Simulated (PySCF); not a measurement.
# H9OPSi3: the cost of one run

Programs: PySCF 2.14.0, with density-fitted response routines of our own. Each step states its level of theory. These are calculated values for one molecule in the gas phase, unless marked as measured. Atoms are numbered from 0 throughout.

### Step 1. Starting geometry

14 atoms, charge 0, multiplicity 1; geometry from: GFN2-xTB. The atoms were then displaced at random by about 0.01 Å, so the start is not that level's minimum.

Bonds of the start (Å): Si0–O1 1.60, O1–Si2 1.61, Si2–Si3 2.35, Si3–P4 2.21, Si0–H5 1.48, Si0–H6 1.48, Si0–H7 1.43, Si2–H8 1.47, Si2–H9 1.48, Si3–H10 1.46, Si3–H11 1.48, P4–H12 1.40, P4–H13 1.35.

### Step 2. Optimising the geometry at PBE0-D3(BJ)/def2-SVP

The job: settings as JSON, then the geometry in Å.

```
{"job": {"xc": "PBE0", "basis": "def2-SVP", "d3": "d3bj", "grid": 1, "shake": 0.01, "kind": "geom"}, "charge": 0, "multiplicity": 1}
Si    -3.039130    -0.442030    -0.035570
O     -1.537880    -0.124370     0.413150
Si    -0.262920     0.633400     1.033880
Si     1.584810    -0.501110     0.132930
P      3.457840     0.374870     0.917360
H     -3.937670    -0.149930     1.098320
H     -3.348410     0.481860    -1.150580
H     -3.029870    -1.816680    -0.437070
H     -0.359980     2.059840     0.693320
H     -0.393640     0.551160     2.510530
H      1.601970    -0.534230    -1.330170
H      1.669560    -1.921820     0.524710
H      3.336980     1.568500     0.201580
H      4.251180    -0.194550    -0.020110
```

The run is started by

```console
OMP_NUM_THREADS=1 python probes_run.py task.json out
```

This one command runs all jobs of the session in turn.

**Question.** How long does this first job take on 1 thread of Arm Neoverse V2, shared host, and how much memory does it need?

About 81 s, with a peak of 0.54 GiB.
